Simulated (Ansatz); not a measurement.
# AlW3C4 (Pmm2) in Ansatz: single point with LDA

Aim: the single point of AlW3C4 with LDA.

All numbers are computed with Ansatz 0.2.0; they aren't measurements. Logs are shortened: lines on timing, memory, paths and dates and some standing lists are left out, and cuts for length are marked.

### 1 Starting point

Symmetry: Pmm2, No. 25, orthorhombic system. The conventional cell has a = 2.832 Å, b = 2.947 Å, c = 10.138 Å, α = 90.00°, β = 90.00°, γ = 90.00°. W (site symmetry mm2) has 6 C at 2.15 to 2.21 Å as nearest neighbours. W (site symmetry mm2) has 6 C at 2.20 to 2.21 Å as nearest neighbours. W (site symmetry mm2) has 6 C at 2.19 to 2.20 Å as nearest neighbours. Around Al (site symmetry mm2) lie 6 C at 2.19 to 2.36 Å. Around C (site symmetry mm2) lie 4 W at 2.19 Å and 2 Al at 2.36 Å. C (site symmetry mm2) has 2 W at 2.15 Å and 4 Al at 2.19 Å as nearest neighbours. C (site symmetry mm2) has 6 W at 2.20 to 2.21 Å as nearest neighbours. Around C (site symmetry mm2) lie 6 W at 2.20 to 2.21 Å.

The cell comes from a database or a generator and needn't be the stable form of this composition.

### 2 Single point, LDA

input.yaml reads:

```yaml
crystal:
  lattice:
    - [2.832364, 0.0, 0.0]
    - [0.0, 2.947406, 0.0]
    - [0.0, 0.0, 10.137952]
  atoms:
    - { symbol: W, position: [0.0, 0.5, 0.501655] }
    - { symbol: W, position: [0.0, 0.0, 0.251347] }
    - { symbol: W, position: [0.0, 0.5, 0.001881] }
    - { symbol: Al, position: [0.0, 0.0, 0.738896] }
    - { symbol: C, position: [0.5, 0.0, 0.925522] }
    - { symbol: C, position: [0.5, 0.5, 0.661687] }
    - { symbol: C, position: [0.5, 0.0, 0.417669] }
    - { symbol: C, position: [0.5, 0.5, 0.168044] }
hamiltonian:
  xc: lda
  pseudopotentials: { kind: paw }
kpoints:
  mp_grid: { grid: [9, 9, 3] }
scf:
  occupations: { method: gaussian, width: 0.1 }
output:
  forces: true
  stress: true
  eigenvalues: true
  write_density: true
  write_potential: true
  elf: true
  volumetric_format: npy
```

Potentials or basis: Ansatz PAW.

The run is started by

```
> ansatz run input.yaml --threads 4 --pin off --max-ram 11264MiB --backend cpu --events-out ev --progress --plain --runs-dir out
```

The log of the run:

```text
Warning: RAYON_NUM_THREADS=4 ignored (pool sized by the plan → 4); use --threads N
Engine: ansatz 0.2.0, aarch64-unknown-linux-gnu
Pseudopotentials: kind: paw
Pseudopotential: W, paw, valence charge 14, recommended cutoff 420 eV (normal), W.paw.azcp
Pseudopotential: Al, paw, valence charge 3, recommended cutoff 420 eV (normal), Al.paw.azcp
Pseudopotential: C, paw, valence charge 4, recommended cutoff 420 eV (normal), C.paw.azcp
Functional definition: SPW92
  exchange = slater_x
  correlation = pw_c
Crystal: 8 atoms, lattice volume = 84.633 Å³
Basis set: ecut = 420 eV, 1645 PW (Γ)
Bands: 39, of which v1, the nominal top of the filled ones, is band 31 counted from 1 (30 counted from 0)
Symmetry: 4 space group operations
Space group: Pmm2 (ITA 25), of the structure as read, at distance tolerance 4.4e-5 Å
k-points: 50 of 243 (time reversal used)
Non-local potential: W, projectors of the file, l = 0: 3, l = 1: 2, l = 2: 2, l = 3: 1
Non-local potential: Al, projectors of the file, l = 0: 2, l = 1: 2, l = 2: 1
Non-local potential: C, projectors of the file, l = 0: 2, l = 1: 2, l = 2: 1
PAW form: soft (Blöchl's): semilocal exchange-correlation on the pseudo side does not see the compensation charge
PAW frozen core: W, regenerated for the run's functional, and the local potential with it (the file was generated under x = pbe(κ = 0.804, μ = 0.2195149727645171), c = pbe(β = 0.06672455060314922))
PAW frozen core: Al, regenerated for the run's functional, and the local potential with it (the file was generated under x = pbe(κ = 0.804, μ = 0.2195149727645171), c = pbe(β = 0.06672455060314922))
PAW frozen core: C, regenerated for the run's functional, and the local potential with it (the file was generated under x = pbe(κ = 0.804, μ = 0.2195149727645171), c = pbe(β = 0.06672455060314922))
PAW one-centre angular grid: W, 590 points (default); XC on 64 Gauss nodes
PAW one-centre angular grid: Al, 110 points (default); XC on 64 Gauss nodes
PAW one-centre angular grid: C, 110 points (default); XC on 64 Gauss nodes
Initial density: superposition of atomic densities (neutral atoms: chi_scale 0, normalization atom), corrected by the library's trained network
Initial wavefunctions: pseudopotential atomic-orbital guess
Functional: x = slater, c = lda
SCF iter   1: F=—  HF=-31873.676032 eV  |F-HF|=—  |Δ(HF+E_count)|=         —  Δρ=1.71e-2  dr2=1.03e0  ethr=1.77e-3  ⟨swp⟩=5.8  Hψ=8124  notcnv=0  defer=2
preconditioner: auto → Kerker (q_TF=auto, 2.583 Å⁻¹)  [metal: Δε(μ)=0.006 eV  Ē_g=8.385 eV  σ=0.100 eV  W_gap=0.04  n_scr=28 (ndim 8)  ℏωp=24.6 eV  f_vac=0.000  D(μ)=2.92/eV (n_scr^D=24)]
SCF iter   2: F=—  HF=-31873.620453 eV  |F-HF|=—  |Δ(HF+E_count)|=   5.56e-2  Δρ=9.18e-3  dr2=4.02e-1  ethr=1.68e-3  ⟨swp⟩=1.0  Hψ=2350  notcnv=0  defer=4
SCF iter   3: F=—  HF=-31873.590600 eV  |F-HF|=—  |Δ(HF+E_count)|=   2.99e-2  Δρ=1.44e-3  dr2=2.14e-2  ethr=6.59e-4  ⟨swp⟩=1.5  Hψ=1910  notcnv=0  defer=7
SCF iter   4: F=—  HF=-31873.588703 eV  |F-HF|=—  |Δ(HF+E_count)|=   1.90e-3  Δρ=5.27e-4  dr2=8.88e-4  ethr=3.51e-5  ⟨swp⟩=1.4  Hψ=1885  notcnv=0  defer=7
SCF iter   5: F=—  HF=-31873.588601 eV  |F-HF|=—  |Δ(HF+E_count)|=   1.02e-4  Δρ=1.73e-4  dr2=5.43e-5  ethr=1.46e-6  ⟨swp⟩=2.0  Hψ=2458  notcnv=0  defer=7
SCF iter   6: F=—  HF=-31873.588591 eV  |F-HF|=—  |Δ(HF+E_count)|=   1.02e-5  Δρ=4.40e-5  dr2=5.17e-6  ethr=8.91e-8  ⟨swp⟩=2.0  Hψ=2706  notcnv=0  defer=100
SCF iter   7: F=—  HF=-31873.588590 eV  |F-HF|=—  |Δ(HF+E_count)|=   7.07e-7  Δρ=1.24e-5  dr2=5.48e-7  ethr=8.47e-9  ⟨swp⟩=1.9  Hψ=2394  notcnv=0  defer=100
SCF iter   8: F=-31873.588590 eV  HF=-31873.588590 eV  |F-HF|=2.91e-8  |Δ(HF+E_count)|=   6.11e-8  Δρ=2.59e-6  dr2=3.13e-8  ethr=1.64e-10  ⟨swp⟩=14.7  Hψ=13334  notcnv=0
SCF 1 converged in 8 iterations: F = -31873.588590 eV  dr2 = 3.13e-8
SCF converged after 8 iterations
Free energy (F): -31873.588590 eV
Harris-Foulkes:  -31873.588590 eV  (|F-HF|=2.91e-8)
Internal energy: -31873.573633 eV  (E = F + TS)
E sigma→0 (E₀):  -31873.581112 eV
Entropy (-TS):   -0.014957 eV (-1.870 meV/atom)
Fermi energy:    17.090121 eV
--- Per-component energies (eV) ---
  E_band       = -281.322598
  E_kinetic    = 1734.073374
  E_local      = -3806.613361  (includes V_loc(G=0)·N_el)
  E_nonlocal   = 134.855390
  E_hartree    = 1532.565235
  E_xc         = -1028.562727
  E_vxc        = -987.583817  (∫ρ·V_xc dr)
  E_paw        = -25736.086248  (= ΣΔE_a)
  E_vpaw       = -421.182343  (= ΣTr[D̂ρ^β])
  E_aug_tail   = -0.000198  (compensation charges beyond the density's cutoff)
  E_ewald      = -4704.961604
  E_core_change = 1.156505  (= ΣΔE_core)
  E_smearing   = -0.014957  (= −TS)
  E_closure    = 0.000000  (closes the sum)
  Σ components = -31873.588590   (vs F -31873.588590, Δ=0.00e0)
--- Forces (eV/Å), atoms counted from 1 ---
  atom   1  W      0.00000000     0.00000000    -0.07694566
  atom   2  W      0.00000000     0.00000000     0.03443754
  atom   3  W      0.00000000     0.00000000     0.14239720
  atom   4  Al     0.00000000     0.00000000    -0.02816394
  atom   5  C      0.00000000     0.00000000     0.38742529
  atom   6  C      0.00000000     0.00000000    -0.42773673
  atom   7  C      0.00000000     0.00000000    -0.02722904
  atom   8  C      0.00000000     0.00000000    -0.00413139
  max |Σ_I F_I| component: 5.33e-5 eV/Å
--- Stress (GPa, compression-positive) ---
      -16.732703       0.000000       0.000000
        0.000000     -14.314410       0.000000
        0.000000       0.000000     -13.204482
  P = ⅓ Tr σ = -14.7505 GPa (-147.505 kbar)
--- Band table (eV; the first three rows and the last of 50) ---
  k-point 0: bands = ["-57.0829", "-56.7976", "-56.7067", "-21.5605", "-21.1898", "-21.0764", "-21.0363", "-20.8672", "-20.8486", "-20.7916", "-20.7789", "-20.6727", "2.8656", "4.0842", "4.3912", "6.2332", "9.9190", "11.5138", "12.1195", "13.0831", "13.5940", "13.6994", "13.9363", "14.0257", "14.7720", "14.8551", "15.9914", "16.1781", "16.4855", "16.6695", "17.1681", "19.3512", "19.6641", "20.0242", "20.4945", "20.7933", "21.4021", "21.5053", "21.7147"]
  k-point 1: bands = ["-57.0829", "-56.7976", "-56.7067", "-21.5606", "-21.1895", "-21.0764", "-21.0363", "-20.8672", "-20.8488", "-20.7916", "-20.7789", "-20.6727", "3.0243", "3.5117", "5.0885", "5.8973", "10.1591", "11.0220", "12.5895", "13.0206", "13.5237", "13.7387", "13.9051", "13.9883", "14.8838", "14.9973", "15.8562", "15.9243", "16.2076", "16.8218", "17.4086", "19.3517", "19.6628", "20.0249", "20.4122", "20.9411", "21.2770", "21.4514", "21.6982"]
  k-point 2: bands = ["-57.0800", "-56.7946", "-56.7040", "-21.5478", "-21.2039", "-21.1202", "-21.0302", "-20.9402", "-20.8369", "-20.8342", "-20.7857", "-20.6677", "3.0881", "4.2884", "4.5628", "6.3758", "10.0203", "11.4806", "11.9519", "13.1644", "13.5266", "13.7182", "13.8103", "13.9536", "14.6812", "14.7335", "15.9566", "16.1802", "16.2189", "16.4417", "16.6217", "18.9730", "19.4929", "19.9922", "20.4561", "20.4912", "21.4122", "21.6521", "21.7061"]
  k-point 49: bands = ["-57.0192", "-56.7330", "-56.6448", "-21.6623", "-21.4745", "-21.4222", "-21.4162", "-21.3105", "-21.2490", "-21.1650", "-20.9069", "-20.8304", "6.1050", "6.1685", "6.3661", "7.8779", "10.7170", "10.8350", "10.9583", "11.4396", "11.6527", "11.8120", "12.5778", "12.9122", "13.8397", "14.2532", "15.3745", "15.5882", "16.1348", "16.3193", "16.6448", "18.3085", "20.9530", "21.0809", "21.4613", "21.9089", "22.0323", "22.1748", "22.8730"]
```

It took 4.3 s on 4 threads of Arm Neoverse V2, shared host; peak memory 0.43 GiB.

What came out:

```yaml
Free_energy: -31873.5886 eV
Pressure: -14.8 GPa
Largest_force: 0.428 eV/Å
Band_gap_on_the_k_mesh: none (metal or under the smearing width)
```

Forces on the atoms (eV/Å):
```
W    0.000  0.000 -0.077
W    0.000  0.000  0.034
W    0.000  0.000  0.142
Al   0.000  0.000 -0.028
C    0.000  0.000  0.387
C    0.000  0.000 -0.428
C    0.000  0.000 -0.027
C    0.000  0.000 -0.004
```

Caveat: the pressure holds a Pulay correction of +0.3 GPa for the finite cutoff; the PAW data sets come from PBE, with cores solved anew for the run's functional, which leaves a small shift of forces and pressure. The run has no spin-orbit coupling, so splittings on W are missing.
